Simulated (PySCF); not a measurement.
# CrOH: doublet, from a bent start

Aim: relax CrOH as a doublet from a bent start, check by its vibrations whether the end is a minimum, and collect its spectrum and constants.

Computed with PySCF 2.14.0. Level: PBE0, basis Cr def2-TZVP, O def2-TZVP, H def2-TZVP, no relativity, density fitting.

### 1 Where the work starts

3 atoms, charge 0, spin multiplicity 2.

Bond lengths: Cr1–O2 1.680 Å, Cr1–H3 1.540 Å. Angles: O2–Cr1–H3 110.0°.

Z-matrix (Å, degrees; charge 0 multiplicity 2):
```
Cr
O  1 1.6800
H  1 1.5400 2 110.00
```

### 2 Relaxing the doublet from the bent start

The steps below are one call of a driver around PySCF. For each, scf.py gives the equivalent set-up of the SCF; relaxations use the driver's own optimiser. Before each start the driver seeks the lowest SCF state from one or more starting densities and follows internal instabilities, so scf.py alone need not reach the same state.

The program finds Cs symmetry in the start, which this walk keeps.

The input, scf.py:

```python
from pyscf import gto, scf, dft
mol = gto.M(atom='''
Cr     0.300839     0.000000    -0.236469
O     -1.075361     0.000000     0.727131
H      1.562339     0.000000     0.646831''',
    basis={'Cr': 'def2-TZVP', 'O': 'def2-TZVP', 'H': 'def2-TZVP'},
    charge=0, spin=1)
mf = dft.UKS(mol, xc='PBE0')
mf.grids.atom_grid = (50, 194)
aux = {'Cr': 'def2-universal-JKFIT', 'O': 'def2-universal-JKFIT', 'H': 'def2-universal-JKFIT'}
mf = mf.density_fit(auxbasis=aux)
mf.kernel()
```

Further steps of the session: Is it a minimum? Harmonic modes.

Q: Predict the outcome of this session. Wanted: minimum; geometry; wavenumbers; dipole moment; highest occupied, lowest empty level; polar-tensor charge of Cr1; zero-point energy; atomisation energy; ⟨S²⟩.

The runs gave:

| quantity | value |
| --- | --- |
| minimum | broken-symmetry (Ms = 1/2), Cs |
| geometry | Cr–H 1.633 Å, Cr–O 1.546 Å; H–Cr–O 116.1° |
| wavenumbers (cm⁻¹) | 511 (a'), 1089 (a'), 1777 (a') |
| dipole moment | 3.57 D |
| highest occupied, lowest empty level (either spin) | -6.39, -2.48 eV |
| polar-tensor charge of Cr1 | +1.20 e |
| zero-point energy | 20.2 kJ/mol |
| entropy at 298.15 K | 250.5 J/(mol K) |
| atomisation energy (no zero-point energy) | 528 kJ/mol |
| ⟨S²⟩ | 1.681 |

The molecule stays Cs, as typed, and the end point is a minimum. The determinant is spin-contaminated (⟨S²⟩ = 1.68 against 0.75), so it is no pure spin state. In the infrared the band at 1089 cm⁻¹ (a', stretch) leads. Only this shape and spin were tried, so other structures or states may lie lower. One determinant may miss the lowest occupation of an open d or f shell.
